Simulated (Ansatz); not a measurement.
# C₇H₆O₂: up Jacob's ladder to CCSD(T)

How much do the methods differ for C₇H₆O₂? The plan is to run it at one geometry with functionals of several rungs and with coupled cluster, and see how far each lands from CCSD(T) at the basis-set limit for the atomisation energy.

Computed with Ansatz 0.2.0, Gaussian basis. Level: functionals in def2-TZVPP, the program's frozen cores in correlated methods.

Plan: LDA (SPW92), PBE-D4, revPBE-D4, BLYP-D4, r2SCAN-D4, B97M-V, PBE0-D4, B3LYP-D4, r2SCANh-D4, r2SCAN0-D4, HSE06-D4, BHLYP-D4, CAM-B3LYP-D4, LC-ωPBE, ωB97X-V, ωB97M-V, B2PLYP, PBE-QIDH; CCSD(T)/def2-SVP; CCSD(T)/def2-TZVPP; MP2/def2-QZVPP; extrapolation to the limit; RPA on PBE.

## 1. The geometry

An earlier PBE0-D4 in a triple-zeta def2 set relaxation fixed the geometry.

SMILES `O=COc1ccccc1`, 15 atoms, charge 0, spin multiplicity 1.

Atoms are counted from 1 here; the program's logs count them from 0.

Bond lengths: O1–C2 1.191 Å, C2–O3 1.345 Å, C2–H10 1.099 Å, O3–C4 1.390 Å, C4–C5 1.382 Å, C4–C9 1.384 Å, C5–C6 1.386 Å, C5–H11 1.083 Å, C6–C7 1.386 Å, C6–H12 1.084 Å, C7–C8 1.387 Å, C7–H13 1.083 Å, C8–C9 1.386 Å, C8–H14 1.084 Å, C9–H15 1.082 Å. Angles: O1–C2–O3 126.8°, O1–C2–H10 125.2°, O3–C2–H10 108.0°, C2–O3–C4 119.7°, O3–C4–C5 116.8°, O3–C4–C9 121.6°, C5–C4–C9 121.5°, C4–C5–C6 119.2°, C4–C5–H11 119.3°, C6–C5–H11 121.5°, C5–C6–C7 120.2°, C5–C6–H12 119.6°, C7–C6–H12 120.2°, C6–C7–C8 119.8°, C6–C7–H13 120.1°, C8–C7–H13 120.1°, C7–C8–C9 120.6°, C7–C8–H14 120.1° and more.

## 2. LDA

This LDA is Slater exchange with PW92 correlation.

Contents of in.yaml:

```yaml
crystal:
  periodic: [false, false, false]
  atoms:
    - {symbol: O, position_ang: [2.843148, -0.776326, 0.593740]}
    - {symbol: C, position_ang: [2.768348, 0.407123, 0.487087]}
    - {symbol: O, position_ang: [1.662486, 1.123791, 0.220274]}
    - {symbol: C, position_ang: [0.446110, 0.473446, 0.049409]}
    - {symbol: C, position_ang: [-0.261034, 0.768533, -1.101235]}
    - {symbol: C, position_ang: [-1.512614, 0.202859, -1.288705]}
    - {symbol: C, position_ang: [-2.043077, -0.648951, -0.332002]}
    - {symbol: C, position_ang: [-1.319222, -0.931029, 0.817380]}
    - {symbol: C, position_ang: [-0.068167, -0.369833, 1.018522]}
    - {symbol: H, position_ang: [3.609769, 1.107099, 0.587566]}
    - {symbol: H, position_ang: [0.172699, 1.438460, -1.833488]}
    - {symbol: H, position_ang: [-2.073117, 0.430465, -2.187780]}
    - {symbol: H, position_ang: [-3.020668, -1.091861, -0.480337]}
    - {symbol: H, position_ang: [-1.729834, -1.595459, 1.568580]}
    - {symbol: H, position_ang: [0.503372, -0.589118, 1.910191]}
basis:
  gaussian: {orbitals: def2-TZVPP}
hamiltonian: {xc: lda}
output: {orbitals: {seedname: orbitals}}
```

On the command line:

```bash
> ansatz run in.yaml --threads 2 --pin off --events-out ev --progress --plain --max-ram 32768MiB --backend cuda --devices 0, --max-vram 18GiB
```

After this run come: PBE-D4 (GGA); revPBE-D4 (GGA); BLYP-D4 (GGA); r2SCAN-D4 (meta-GGA); B97M-V (meta-GGA); B3LYP-D4 (hybrid); r2SCANh-D4 (hybrid); r2SCAN0-D4 (hybrid); HSE06-D4 (hybrid); BHLYP-D4 (hybrid); CAM-B3LYP-D4 (range-separated); LC-ωPBE (range-separated); ωB97X-V (range-separated); ωB97M-V (range-separated); B2PLYP (double hybrid); PBE-QIDH (double hybrid); CCSD(T) in def2-SVP; CCSD(T) in def2-TZVPP; MP2 in def2-QZVPP; RPA on PBE orbitals.

Q: Predict the results of all the runs planned. Wanted: atomisation energy, CCSD(T)/CBS; farthest beyond LDA; mean size of error, GGA; mean size of error, meta-GGA; mean size of error, hybrid; mean size of error, range-separated; mean size of error, double hybrid; gap, smallest and largest; T1 diagnostic.

**Answer**, as computed:

| quantity | value |
| --- | --- |
| atomisation energy, CCSD(T)/CBS | 7245.6 kJ/mol |
| functionals within 36.2 kJ/mol (0.5 %) | r2SCANh-D4, ωB97X-V, B2PLYP |
| farthest beyond LDA | PBE-D4 (+345.6 kJ/mol) |
| mean size of error, GGA | 185.1 kJ/mol |
| mean size of error, meta-GGA | 74.9 kJ/mol |
| mean size of error, hybrid | 113.1 kJ/mol |
| mean size of error, range-separated | 46.9 kJ/mol |
| mean size of error, double hybrid | 34.9 kJ/mol |
| gap, smallest and largest | 4.60 eV (LDA (SPW92)), 11.38 eV (LC-ωPBE) |
| T1 diagnostic | 0.0135 |
| triples share of the correlation energy | 4.8 % |

**Reading.** LDA overbinds by 1286.2 kJ/mol (18 %). PBE-D4 misses by +345.6 kJ/mol. Double hybrids carry the basis error of their MP2 part in triple zeta, and no dispersion term here, so their miss is partly the set-up's. Taken by rung, double hybrid functionals do best (34.9 kJ/mol on average) and GGA ones worst beyond LDA (185.1 kJ/mol). The gap between the best rungs is small, so their order is not settled. Misses under about 36.2 kJ/mol are within the doubt on the reference itself, which lacks core-valence correlation, relativity and higher excitations. Hartree-Fock recovers 72 % of the binding; the rest is correlation. CCSD(T) in def2-SVP is off by -266.0 kJ/mol, more than most functionals: a good method in a small basis is no reference. The gap grows from 4.6 to 11.4 eV across the functionals, mostly with the share of exact exchange. The restricted reference is unstable towards a spin-broken one.
